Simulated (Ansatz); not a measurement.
# ClH₅SiSn, SMILES Cl[SiH2][SnH3]: a single point from an input written key by key

Program: the Ansatz DFT code, driven from Python.

Run as a notebook:

In [1]:
```python
import ansatz as az
import numpy as np
```

In [2]:
```python
DECK = """
crystal:
  periodic: [false, false, false]
  atoms:
    - { symbol: Cl, position_ang: [-2.2933, 1.34, -0.2616] }
    - { symbol: Si, position_ang: [-0.6676, 0.3751, -1.0185] }
    - { symbol: Sn, position_ang: [0.7034, -0.4419, 0.8883] }
    - { symbol: H, position_ang: [-1.0251, -0.7562, -1.8349] }
    - { symbol: H, position_ang: [0.1338, 1.2886, -1.8641] }
    - { symbol: H, position_ang: [-0.2149, -1.5179, 1.8866] }
    - { symbol: H, position_ang: [2.1665, -1.2835, 0.2851] }
    - { symbol: H, position_ang: [1.2893, 0.9387, 1.8633] }
basis:
  gaussian: { orbitals: def2-SVP }
hamiltonian:
  xc: { name: B97M-V }
output:
  forces: true
"""
```

In [3]:
```python
session = az.Session.from_yaml(DECK)
r = session.plan(threads=1).execute().report

for key in ("converged", "free_energy_ev", "reference_energy_ev", "n_frozen", "n_occupied", "n_virtual"):
    print(f"{key:22s} {r[key]}")
symbols = ["Cl", "Si", "Sn", "H", "H", "H", "H", "H"]
field = r["mean_field"]
print("<S^2> =", round(abs(field["state"]["spin_squared"]), 4), " all-electron relativity setting:", field["relativity"])
print("passes:", field["passes"])
if "symmetry" in field:
    print("occupied orbitals by irrep:", field["symmetry"]["occupied"])
```
```text
converged              True
free_energy_ev         -26301.963551823537
reference_energy_ev    -26301.963551823537
n_frozen               0
n_occupied             [29, 29]
n_virtual              [58, 58]
<S^2> = 0.0  all-electron relativity setting: none
passes: {'evaluations': 14, 'products': 11}
occupied orbitals by irrep: [{'A': 29}, {'A': 29}]
```

In [4]:
```python
print("forces (eV/A)")
for symbol, f in zip(symbols, r["forces_ev_ang"]):
    print(f"  {symbol:2s} {f[0]:9.4f} {f[1]:9.4f} {f[2]:9.4f}")
charges = r["charge_distribution"]
dipole = np.array(charges["dipole_moment_e_ang"]) * 4.803205
print("dipole (D): {:.3f} {:.3f} {:.3f}, length {:.3f}".format(*dipole, np.linalg.norm(dipole)))
print("atom  Mulliken   Lowdin")
for symbol, m, l in zip(symbols, charges["mulliken_charges_e"], charges["lowdin_charges_e"]):
    print(f"{symbol:4s} {m:9.3f} {l:8.3f}")
```
```text
forces (eV/A)
  Cl   -0.6639    0.3382    0.1491
  Si    0.6105    0.4124   -0.1799
  Sn    1.3123   -0.0469    0.8560
  H    -0.4888   -0.6911   -0.6003
  H     0.0048    0.2203   -0.1287
  H     0.0993    0.0637   -0.0224
  H    -0.6034    0.2812    0.2592
  H    -0.2710   -0.5778   -0.3329
dipole (D): 0.317 -0.452 -0.555, length 0.783
atom  Mulliken   Lowdin
Cl      -0.270    0.092
Si       0.428    0.122
Sn       0.316    0.211
H       -0.085   -0.086
H       -0.080   -0.083
H       -0.096   -0.084
H       -0.111   -0.088
H       -0.102   -0.084
```

What to keep in mind:
- Total energies depend on the basis set; only differences at equal settings carry meaning.
- The geometry is a force-field or estimated start, not a minimum of this method, and the basis set is short of its limit.
- def2 sets replace the cores of elements past krypton by effective core potentials.
- The Löwdin charges here are taken after orthogonalising the functions within each atom; they differ from plain Löwdin charges, and their signs can be unphysical.
- It ran for 12 s on 1 thread of Arm Neoverse V2, with other jobs on the host, peak memory 0.24 GiB.

(Lines on the test bed's own set-up are left out of the output.)
